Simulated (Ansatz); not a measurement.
# LaP2Ru2: the cost of one run

Computed with Ansatz 0.2.0, driven from Python. The levels of theory stand in the script.

**1. The structure**

Symmetry: I4/mmm, No. 139, tetragonal system. The conventional cell has a = 4.025 Å, b = 4.025 Å, c = 10.951 Å, α = 90.00°, β = 90.00°, γ = 90.00°. Around La (site symmetry 4/mmm) lie 8 P at 3.26 Å and 8 Ru at 3.40 Å. P (site symmetry 4mm) is surrounded by 4 Ru at 2.32 Å and 4 La at 3.26 Å. Ru (site symmetry -4m2) has 4 P at 2.32 Å as nearest neighbours.

No structure file is read: the coordinates are typed or built in the script.

**2. The script**

Input file run_lattice.py:

```python
import ansatz as az
from ase import Atoms
import numpy as np

def edges_and_angles(cell):
    cell = np.asarray(cell)
    a, b, c = np.linalg.norm(cell, axis=1)
    cosines = cell[1] @ cell[2] / (b * c), cell[0] @ cell[2] / (a * c), cell[0] @ cell[1] / (a * b)
    return (a, b, c, *np.degrees(np.arccos(cosines)))


def main() -> None:
    atoms = Atoms(
        ["La", "P", "P", "Ru", "Ru"],
        scaled_positions=[
            [0.0, 0.0, 0.0],
            [0.64509, 0.64509, 0.0],
            [0.35491, 0.35491, 0.0],
            [0.75, 0.25, 0.5],
            [0.25, 0.75, 0.5],
        ],
        cell=[
            [-2.012715, 2.012715, 5.475624],
            [2.012715, -2.012715, 5.475624],
            [2.012715, 2.012715, -5.475624],
        ],
        pbc=True,
    )
    crystal = az.Crystal.from_ase(atoms)

    calc = (
        crystal.calculation()
        .basis(34 * az.Ry)
        .kpoints(10, 10, 10)
        .occupations(az.OccupationsMethod.GAUSSIAN, width=0.05)
        .scf(tolerance=1e-08)
        .relax(cell=True, force_tolerance=0.05)
    )

    levels = [("pbesol", "d3bj"), ("blyp", "d3bj"), ("lda", "none")]
    print("level            a       b       c    alpha   beta  gamma  V/atom  steps")
    for name, dispersion in levels:
        seen = []
        run = calc.functional(name, dispersion=dispersion).session().plan()
        done = run.execute(on_event=lambda e: seen.append(e) if e["event"] == "relax_step" else None)
        cell = done.lattice.cell_ang
        label = name if dispersion == "none" else f"{name}+{dispersion}"
        print("{:13s} {:7.4f} {:7.4f} {:7.4f} {:6.2f} {:6.2f} {:6.2f}".format(label, *edges_and_angles(cell)), f"{abs(np.linalg.det(cell)) / len(done.lattice.sites):7.3f} {len(seen):5d}")


if __name__ == "__main__":
    main()
```

**3. The run**

On the command line:

```
$ python run_lattice.py
```

Q: Estimate wall time and peak memory on 1 thread of Arm Neoverse V1, shared host.

About 8.5 min, with a peak of 0.64 GiB.
